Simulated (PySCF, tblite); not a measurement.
# C6H6BFO2+ (doublet): geometry, infrared bands and EPR parameters

Aim: predict the infrared bands and EPR parameters of C6H6BFO2+ (doublet) (`OB(O)[C+]1[CH]C=CC(F)=C1`).

The runs use tblite 0.8.0 and PySCF 2.14.0, with density-fitted response routines of our own; the level of theory stands in each step. All values are computed, except where a source is named. Atoms are numbered from 0 throughout.

### Step 1. The molecule as given

16 atoms, charge 1, multiplicity 2; geometry from: force field or distance geometry start.

Bonds of the start (Å): O0–B1 1.49, B1–O2 1.45, B1–C3 1.57, C3–C4 1.49, C4–C5 1.51, C5–C6 1.32, C6–C7 1.47, C7–F8 1.36, C7–C9 1.31, C9–C3 1.46, O0–H10 0.99, O2–H11 0.99, C4–H12 1.11, C5–H13 1.08, C6–H14 1.09, C9–H15 1.09.

### Step 2. Geometry optimisation with GFN2-xTB

Job settings and geometry (Å):

```
{"job": {"kind": "relax", "xc": "GFN2-xTB", "basis": "xTB"}, "charge": 1, "multiplicity": 2}
O      2.660400     0.454800     1.331200
B      1.872600     0.888900     0.144600
O      2.516800     1.391800    -1.050500
C      0.420100     0.301800     0.079600
C      0.282000    -1.116000    -0.355800
C     -1.152100    -1.572600    -0.390700
C     -2.143500    -0.770400    -0.041500
C     -1.929300     0.609700     0.401800
F     -3.025100     1.339700     0.737700
C     -0.723200     1.124500     0.466300
H      2.502900    -0.515700     1.452200
H      3.051900     0.641300    -1.422300
H      0.684600    -1.211600    -1.386800
H     -1.312900    -2.592100    -0.711300
H     -3.180500    -1.112200    -0.059200
H     -0.532200     2.146900     0.793200
```

Run with:

```sh
> OMP_NUM_THREADS=1 python probes_run.py task.json out
```

One launch serves the whole session: the jobs run in the order shown.

The program printed:

```text
step      E/eV     max force
  0    -801.49862    5.349
  1    -802.80977    3.281
  2    -803.34424    1.893
  3    -803.55881    1.337
  4    -803.83908    1.118
  5    -803.99162    1.152
  6    -804.13131    1.209
  7    -804.24894    1.096
  8    -804.37960    0.935
  9    -804.46690    0.713
 10    -804.53812    0.512
 11    -804.57471    0.684
 12    -804.58777    1.064
 13    -804.62440    0.447
 14    -804.64515    0.276
 15    -804.66318    0.258
 16    -804.67168    0.250
 17    -804.68668    0.276
 18    -804.70039    0.336
 19    -804.71056    0.305
 20    -804.71784    0.198
 21    -804.72478    0.172
 22    -804.73043    0.228
 23    -804.73573    0.210
 24    -804.74127    0.256
 25    -804.74788    0.266
 26    -804.75497    0.199
 27    -804.76204    0.199
 28    -804.76799    0.213
 29    -804.77251    0.197
 30    -804.77592    0.149
 31    -804.77913    0.160
 32    -804.78248    0.160
 33    -804.78533    0.126
 34    -804.78697    0.099
 35    -804.78792    0.094
 36    -804.78878    0.071
 37    -804.78966    0.078
 38    -804.79041    0.082
 39    -804.79108    0.075
 40    -804.79188    0.090
 41    -804.79295    0.076
 42    -804.79394    0.085
 43    -804.79453    0.047
 44    -804.79487    0.041
 45    -804.79514    0.053
 46    -804.79541    0.046
 47    -804.79560    0.035
 48    -804.79571    0.030
 49    -804.79581    0.031
 50    -804.79593    0.028
 51    -804.79604    0.023
 52    -804.79611    0.017
 53    -804.79616    0.020
 54    -804.79622    0.021
 55    -804.79627    0.017
 56    -804.79632    0.016
 57    -804.79634    0.014
 58    -804.79638    0.019
 59    -804.79643    0.025
 60    -804.79651    0.025
 61    -804.79659    0.024
 62    -804.79666    0.021
 63    -804.79675    0.021
 64    -804.79685    0.029
 65    -804.79696    0.028
 66    -804.79706    0.028
 67    -804.79716    0.024
 68    -804.79725    0.021
 69    -804.79734    0.024
 70    -804.79741    0.022
 71    -804.79749    0.025
 72    -804.79761    0.031
 73    -804.79786    0.049
 74    -804.79868    0.089
 75    -804.75682    1.100
 76    -804.79925    0.101
 77    -804.79973    0.094
 78    -804.75946    1.195
 79    -804.80121    0.101
 80    -804.80230    0.128
 81    -804.79941    0.562
 82    -804.80404    0.210
 83    -804.80444    0.249
 84    -804.80471    0.299
 85    -804.80486    0.309
 86    -804.80530    0.330
 87    -804.80546    0.326
 88    -804.80602    0.304
 89    -804.80677    0.283
 90    -804.80800    0.316
 91    -804.80932    0.384
 92    -804.81034    0.396
 93    -804.81174    0.350
 94    -804.81321    0.254
 95    -804.81437    0.224
 96    -804.81537    0.176
 97    -804.81645    0.123
 98    -804.81759    0.077
 99    -804.81843    0.050
100    -804.81891    0.056
101    -804.81924    0.051
102    -804.81956    0.044
103    -804.81984    0.032
104    -804.82001    0.028
105    -804.82010    0.026
106    -804.82018    0.025
107    -804.82024    0.021
108    -804.82029    0.017
109    -804.82033    0.018
110    -804.82038    0.018
111    -804.82043    0.014
112    -804.82047    0.009
```

It took 0.64 s on 1 thread of Arm Neoverse V2, shared host.

The steps of the relaxation: (not every step is listed)

```tsv
step	energy from step 0 (eV)	largest force (eV/Å)
0	0.0000	5.3491
1	-1.3111	3.2807
2	-1.8456	1.8932
3	-2.0602	1.3366
4	-2.3405	1.1179
5	-2.4930	1.1522
6	-2.6327	1.2094
7	-2.7503	1.0963
8	-2.8810	0.9349
17	-3.1881	0.2755
26	-3.2563	0.1988
35	-3.2893	0.0938
44	-3.2962	0.0413
53	-3.2975	0.0200
62	-3.2980	0.0215
71	-3.2989	0.0247
80	-3.3037	0.1280
89	-3.3082	0.2826
98	-3.3190	0.0770
107	-3.3216	0.0210
108	-3.3217	0.0173
109	-3.3217	0.0183
110	-3.3218	0.0178
111	-3.3218	0.0144
112	-3.3219	0.0094
```

Distances of close pairs at the start and the end, largest changes first:

```tsv
bond	before (Å)	after (Å)	change (Å)
O0–B1	1.489	1.316	-0.173
B1–O2	1.448	1.305	-0.143
C4–C5	1.505	1.393	-0.113
C3–C4	1.490	1.382	-0.107
B1–C3	1.568	1.674	+0.106
C3–C9	1.461	1.371	-0.089
C7–C9	1.313	1.396	+0.083
C6–C7	1.465	1.390	-0.075
```

The final coordinates are the input of the step that follows.

### Step 3. Vibrational analysis with GFN2-xTB

Job settings and geometry (Å):

```
{"job": {"kind": "ir", "xc": "GFN2-xTB", "basis": "xTB"}, "charge": 1, "multiplicity": 2}
O      2.734646     0.463084     1.008116
B      1.961497     0.605319    -0.047654
O      2.244496     1.120008    -1.212729
C      0.386652     0.057193     0.094118
C      0.092892    -1.185550    -0.434677
C     -1.254930    -1.496936    -0.597871
C     -2.244278    -0.647327    -0.153283
C     -1.902292     0.571735     0.420464
F     -2.827795     1.409626     0.846526
C     -0.560132     0.916785     0.589025
H      2.525018     0.090074     1.863532
H      3.109038     1.480566    -1.424665
H      0.854482    -1.873976    -0.761706
H     -1.505035    -2.442040    -1.060777
H     -3.288688    -0.932102    -0.179596
H     -0.333171     1.872485     1.039766
```

The program printed:

```text
mode    cm-1     km/mol
  1      -4.0      1.62
  2      83.5      0.08
  3     115.9      1.46
  4     214.0      2.56
  5     240.8      2.66
  6     266.9     17.78
  7     374.6     10.85
  8     387.0     11.30
  9     429.5     34.58
 10     464.9    221.86
 11     478.0     95.05
 12     500.0     17.20
 13     516.2     31.04
 14     561.5    128.84
 15     586.4     17.80
 16     637.4      6.64
 17     675.4    155.67
 18     771.0    641.48
 19     799.1    109.37
 20     815.6     44.06
 21     845.6    136.28
 22     854.8     53.52
 23     889.6      0.98
 24     953.2     31.79
 25    1059.3     28.41
 26    1071.7     13.78
 27    1117.4    575.62
 28    1137.5     12.79
 29    1179.5      3.53
 30    1229.7     30.71
 31    1263.5     54.35
 32    1392.6     12.76
 33    1420.8    156.00
 34    1441.6     41.14
 35    1485.5    490.51
 36    1546.9    114.65
 37    3049.8     27.35
 38    3059.7    125.60
 39    3074.2     19.45
 40    3111.1      8.55
 41    3551.7    178.99
 42    3608.1    149.63
```

It took 0.46 s on 1 thread of Arm Neoverse V2, shared host.

Which atoms move in the most intense modes:

```tsv
cm⁻¹	km/mol	atoms
465	221.9	H10 78 %, O0 10 %
675	155.7	H13 25 %, H12 14 %, H14 13 %, C3 11 %
771	641.5	H10 73 %, O0 13 %
1117	575.6	B1 45 %, O0 27 %, O2 15 %
1421	156.0	C7 38 %, C3 22 %, C9 11 %, C4 11 %
1486	490.5	B1 67 %, O2 16 %
3552	179.0	H11 94 %
3608	149.6	H10 94 %
```

### Step 4. EPR parameters: B3LYP/pcH-1

Settings changed since step 3:

```diff
@@ -1,2 +1,2 @@
-{"job": {"kind": "ir", "xc": "GFN2-xTB", "basis": "xTB"}, "charge": 1, "multiplicity": 2}
+{"job": {"kind": "epr", "basis": "pcH-1"}, "charge": 1, "multiplicity": 2}
 O      2.734646     0.463084     1.008116
```

Level: UKS B3LYP, pcH-1 on B C F H O, non-relativistic, mean-field spin-orbit, GIAO.

The program printed:

```text
UKS, coarse grid
  cycle   1  E = -506.99683456  |g| = 7.55e-01
  cycle   2  E = -506.17701322  |g| = 1.49e+00
  cycle   3  E = -507.16340487  |g| = 2.48e-01
  cycle   4  E = -507.19358859  |g| = 9.65e-02
  cycle   5  E = -507.19575842  |g| = 5.83e-02
  cycle   6  E = -507.19749801  |g| = 2.43e-02
  cycle   7  E = -507.19791084  |g| = 9.16e-03
  cycle   8  E = -507.19801345  |g| = 5.80e-03
  cycle   9  E = -507.19812289  |g| = 3.84e-03
  cycle  10  E = -507.19819612  |g| = 2.92e-03
  cycle  11  E = -507.19827807  |g| = 2.81e-03
  cycle  12  E = -507.19833928  |g| = 1.40e-03
  cycle  13  E = -507.19835002  |g| = 1.00e-03
  cycle  14  E = -507.19835410  |g| = 4.72e-04
UKS, final grid
  cycle   1  E = -507.19831476  |g| = 5.22e-04
  cycle   2  E = -507.19831477  |g| = 8.51e-04
  cycle   3  E = -507.19831513  |g| = 1.69e-04
  cycle   4  E = -507.19831519  |g| = 1.54e-04
  cycle   5  E = -507.19831540  |g| = 1.26e-04
  cycle   6  E = -507.19831548  |g| = 6.13e-05
  cycle   7  E = -507.19831551  |g| = 6.90e-05
  cycle   8  E = -507.19831553  |g| = 2.26e-05
  cycle   9  E = -507.19831553  |g| = 1.47e-05
E = -507.19831553 Eh   <S^2> = 0.7623 (exact 0.7500)
g shifts (ppm)      1          2          3
  rmc          -182       -182       -182
  gc             10         34         29
  oz_so        -454       1558       1870
  total        -626       1411       1717
hyperfine (MHz)  atom isotope    a_iso     a_fc   dipolar eigenvalues
    0   17O      -1.57      -1.57    -14.97      7.38      7.59
    1   11B      -8.47      -8.47     -2.07     -0.99      3.06
    2   17O       3.52       3.52     -0.64      0.04      0.60
    3   13C       9.06       9.06    -19.43    -14.87     34.29
    4   13C      25.85      25.85    -34.04    -33.07     67.11
    5   13C     -20.67     -20.67    -13.96      5.21      8.75
    6   13C      12.77      12.77    -22.19    -20.79     42.98
    7   13C      17.11      17.11    -24.65    -23.04     47.68
    8   19F      76.36      76.36   -172.57   -168.35    340.92
    9   13C     -11.39     -11.39     -8.53      2.97      5.56
   10    1H       0.65       0.65     -4.67     -0.48      5.15
   11    1H      -2.27      -2.27     -1.00     -0.65      1.65
   12    1H     -20.68     -20.68    -16.07     -3.71     19.78
   13    1H       7.53       7.53     -3.53      0.06      3.47
   14    1H     -16.24     -16.24    -10.73     -3.03     13.77
   15    1H       5.65       5.65     -3.41      0.40      3.01
```

Wall time 1.7 min (1 thread of Arm Neoverse V2, shared host); peak memory 1.1 GiB.

Principal g values 2.00169, 2.00373, 2.00404; g(iso) = 2.00315, against 2.00232 for a free electron.

Mean a(iso) over the nuclei that a row names, and the largest dipolar term of the row (other rows stand at the frozen geometry):

```tsv
nuclei	isotope	a(iso) (MHz)	a(iso) (G, at g = 2.0023)	largest dipolar term (MHz)
F8	19F	76.4	27.2	340.9
C4	13C	25.9	9.2	67.1
H12	1H	-20.7	-7.4	19.8
C5	13C	-20.7	-7.4	-14.0
C7	13C	17.1	6.1	47.7
H14	1H	-16.2	-5.8	13.8
C6	13C	12.8	4.6	43.0
C9	13C	-11.4	-4.1	-8.5
C3	13C	9.1	3.2	34.3
B1	11B	-8.5	-3.0	3.1
H13	1H	7.5	2.7	-3.5
H15	1H	5.7	2.0	-3.4
O0, O2	17O	1.0	0.3	-15.0
H10, H11	1H	-0.8	-0.3	5.2
```

Mulliken spin populations:

O0 0.04; B1 -0.01; O2 0.00; C3 0.16; C4 0.42; C5 -0.12; C6 0.26; C7 0.25; F8 0.07; C9 -0.06; H10 0.00; H11 0.00; H12 -0.01; H13 0.00; H14 -0.01; H15 0.00

In first order the couplings over 0.8 MHz of 19F, 1H, 11B give 384 distinct lines over 54.8 G, if the averaged nuclei exchange fast; the same motion can average rows kept apart here too.

The fields below are evaluated on a grid from the run's orbitals.

ELF in a plane through or near 12 of the atoms.

Ten even steps from '0' (0.00) to '9' (1.00):
```
0000000000000000000000000000
0000000000000000000000000000
0000000000000000000000000000
0000000000017840035420000000
0000000000079990058872000000
0000000000089994047485100000
0000000000049985437773000000
0000001121003482932300000000
0000011332345845727735640000
0000001314592372056279993000
0000000204692462053389994000
0000000122446856648748870000
0000000011004445772510100000
0000000000059986579970000000
0000000000199992189991000000
0000000000189970079991000000
0000000000027610028950000000
0000000000000000000000000000
0000000000000000000000000000
0000000000000000000000000000
```
The map spans 12.0 Å across and 9.8 Å up, centred on the molecule. Atoms in the plane (x, y in Å): B1 (-2.1, 0.0), C3 (-0.4, 0.0), C4 (0.2, -1.2), C5 (1.6, -1.2), C6 (2.3, -0.1), C7 (1.7, 1.1), F8 (2.3, 2.3), C9 (0.3, 1.2), H12 (-0.3, -2.2), H13 (2.1, -2.2), H14 (3.4, -0.1), H15 (-0.2, 2.2).

On the surface of density 0.002 e/bohr³ the electrostatic potential runs, from the 1st to the 99th percentile, from 2.31 V near O0 to 6.16 V near H10.

The spin density lies nearest to C4 26 %; C6, C7 about 17 % each; C3 13 %; F8 7 %.

### Step 5. What came out

| quantity | value |
| --- | --- |
| strongest single infrared mode (GFN2-xTB) | 771 cm⁻¹, 641 km/mol |
| zero-point energy (GFN2-xTB) | 67.6 kcal/mol |
| g(iso) (B3LYP) | 2.00315 |
| ⟨S²⟩ | 0.762 (exact 0.75) |
| largest a(iso) (averaged by class) | 19F on F8, 76.4 MHz |

In words: Relaxing lowered the energy by 3.322 eV in 112 steps; the close pair that moved most is O0–B1, from 1.489 to 1.316 Å. The lowest mode is slightly imaginary (4i cm⁻¹), a soft motion within the noise of the Hessian, so the minimum is not strictly shown. The strongest single mode, at 771 cm⁻¹, moves mainly H10. GFN2-xTB is a fitted tight-binding method: band positions and strengths are rough. Its intensities can rank the bands wrongly. C4 carries the largest spin population, 0.42 e. The isotropic g lies 0.8 ppt above the free-electron value. These values are for one conformer; the search (at its own cheap level) found 1 more, at 0.72 kcal/mol, and measured spectra average over such forms.
